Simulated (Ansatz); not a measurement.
# CaPtCl6: the cost of one run

Computed with Ansatz 0.2.0 (DFT PBE, scalar-relativistic, plane waves, PAW, unless a step names another level, unless a step's input says otherwise).

## 1. The starting structure

Symmetry: R-3, No. 148, trigonal system. Conventional cell: a = 6.374 Å, b = 6.374 Å, c = 17.483 Å, α = 90.00°, β = 90.00°, γ = 120.00°. Ca (site symmetry -3) has 6 Cl at 2.81 Å as nearest neighbours. Around Pt (site symmetry -3) lie 6 Cl at 2.35 Å. Cl (site symmetry 1) has 1 Pt at 2.35 Å and 1 Ca at 2.81 Å as nearest neighbours.

As a file:

```
CELL_PARAMETERS angstrom
3.18716 1.84011 5.82769
-3.18716 1.84011 5.82769
0.00000 -3.68021 5.82769
ATOMIC_POSITIONS crystal
Ca 0.50000 0.50000 0.50000
Pt 0.00000 0.00000 0.00000
Cl 0.05493 0.38957 0.78744
Cl 0.94507 0.61043 0.21256
Cl 0.38957 0.78744 0.05493
Cl 0.61043 0.21256 0.94507
Cl 0.21256 0.94507 0.61043
Cl 0.78744 0.05493 0.38957
```

It is the end of an earlier relaxation with the same method, from a generated guess; it is a trial structure. At a tolerance of 0.02 Å it has space group R-3 (No. 148); it has 25.63 Å³/atom, an uncorrected energy of -1.17 eV/atom over the elements and, on its mesh, gap 1.67 eV.

## 2. Elastic constants, atoms relaxed

The input, input.yaml:

```yaml
crystal:
  lattice:
    - [3.1871566896, 1.8401057893, 5.8276906947]
    - [-3.1871566896, 1.8401057893, 5.8276906947]
    - [0.0, -3.6802115287, 5.8276907105]
  atoms:
    - { symbol: Ca, position: [0.5, 0.5, 0.5] }
    - { symbol: Pt, position: [0.0, 0.0, 0.0] }
    - { symbol: Cl, position: [0.054928, 0.389568, 0.787444] }
    - { symbol: Cl, position: [0.945072, 0.610432, 0.212556] }
    - { symbol: Cl, position: [0.389568, 0.787444, 0.054928] }
    - { symbol: Cl, position: [0.610432, 0.212556, 0.945072] }
    - { symbol: Cl, position: [0.212556, 0.945072, 0.610432] }
    - { symbol: Cl, position: [0.787444, 0.054928, 0.389568] }
basis:
  ecutwfc: 420
kpoints:
  mp_grid: { grid: [6, 6, 6] }
hamiltonian:
  xc: pbe
scf:
  occupations: { method: fixed }
output:
  forces: true
  stress: true
  eigenvalues: true
elastic:
  mode: relaxed_ion
  stencil: two_point
```

Run with:

```sh
$ ansatz run input.yaml --threads 4 --pin off --max-ram 8192MiB --backend cpu --events-out ev --progress --plain --runs-dir out
```

Q: Estimate wall time and peak memory on 4 threads of Arm Neoverse V2, shared host.

About 4.1 min, with a peak of 1.1 GiB.
